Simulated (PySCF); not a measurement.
**RbI: changing the method**

Aim: see what other levels and later steps give for RbI.

The runs use PySCF 2.14.0; method and basis as typed in the scripts.

2 further runs of the same task are left out: 1 for a known fault of the program, 1 that didn't finish.

## (1) Starting geometry

RbI: 2 atoms, charge 0, spin multiplicity 1.

Bond lengths: Rb1–I2 3.604 Å.

## (2) The base run

File input.py:

```python
from pyscf import gto, scf, mp

mol = gto.M(
    atom='Rb 0 0 0; I 0 0 3.604',
    basis='lanl2dz',
    ecp={'Rb': 'lanl2dz', 'I': 'lanl2dz'},
    charge=0,
    spin=0,
    verbose=4,
)
mf = scf.RHF(mol)
mf.kernel()
mp.MP2(mf).kernel()
mf.dip_moment()
print('orbital energies (hartree):', mf.mo_energy[..., max(0, mol.nelec[1]-3):mol.nelec[0]+3].round(4))
```

Run with:

```
> OMP_NUM_THREADS=1 python input.py
```

The log of this run is left out.

In short: E(SCF) = -34.826315 Eh, 8 cycles, E(MP2) − E(SCF) = -0.01664 Eh, μ = 15.66 D (of the SCF density).

The bond length is a typed value, not an optimised one.

## (3) Frequency run

Variant 1 changes step after the SCF: mp2 → frequency.

File input.py:

```python
from pyscf import gto, scf
from pyscf.hessian import thermo

mol = gto.M(
    atom='Rb 0 0 0; I 0 0 3.604',
    basis='lanl2dz',
    ecp={'Rb': 'lanl2dz', 'I': 'lanl2dz'},
    charge=0,
    spin=0,
    verbose=4,
)
mf = scf.RHF(mol)
mf.kernel()
hess = mf.Hessian().kernel()
print('wavenumber (cm^-1) =', thermo.harmonic_analysis(mol, hess)['freq_wavenumber'].round(1))
mf.dip_moment()
print('orbital energies (hartree):', mf.mo_energy[..., max(0, mol.nelec[1]-3):mol.nelec[0]+3].round(4))
```

Run with:

```
> OMP_NUM_THREADS=1 python input.py
```

## (4) Bp86 (RKS)

Variant 2 changes functional: none (Hartree–Fock) → bp86; SCF type: RHF → RKS; step after the SCF: mp2 → analyze.

Changes to input.py since step 2:

```diff
@@ -1,2 +1,2 @@
-from pyscf import gto, scf, mp
+from pyscf import gto, dft
 
@@ -10,5 +10,5 @@
 )
-mf = scf.RHF(mol)
+mf = dft.RKS(mol, xc='bp86')
 mf.kernel()
-mp.MP2(mf).kernel()
+mf.mulliken_pop()
 mf.dip_moment()
```

## (5) TDA

Variant 3 changes step after the SCF: mp2 → tda; number of roots: none → 8.

Changes to input.py since step 2:

```diff
@@ -1,2 +1,2 @@
-from pyscf import gto, scf, mp
+from pyscf import gto, scf, tdscf
 
@@ -12,3 +12,6 @@
 mf.kernel()
-mp.MP2(mf).kernel()
+td = tdscf.TDA(mf)
+td.nstates = 8
+td.kernel()
+td.analyze(verbose=3)
 mf.dip_moment()
```

**Question.** What will these runs give? Wanted: for each run, E(SCF); from base; gap; SCF dipole; after the SCF.

The runs gave:

| run | E(SCF) (hartree) | from base (eV) | cycles | gap (eV) | SCF dipole (D) | after the SCF |
| --- | --- | --- | --- | --- | --- | --- |
| base | -34.826315 | 0 | 8 | 6.30 | 15.66 | MP2 correlation -0.453 eV |
| frequency run | -34.826315 | 0.0000 | 8 | 6.30 | 15.66 | highest mode 92 cm⁻¹ |
| bp86 (RKS) | -35.384843 | not comparable | 8 | 1.62 | 14.18 | n/a |
| TDA | -34.826315 | 0.0000 | 8 | 6.30 | 15.66 | lowest root found 3.43 eV |

**Reading.** A lower total energy from another functional means nothing by itself.
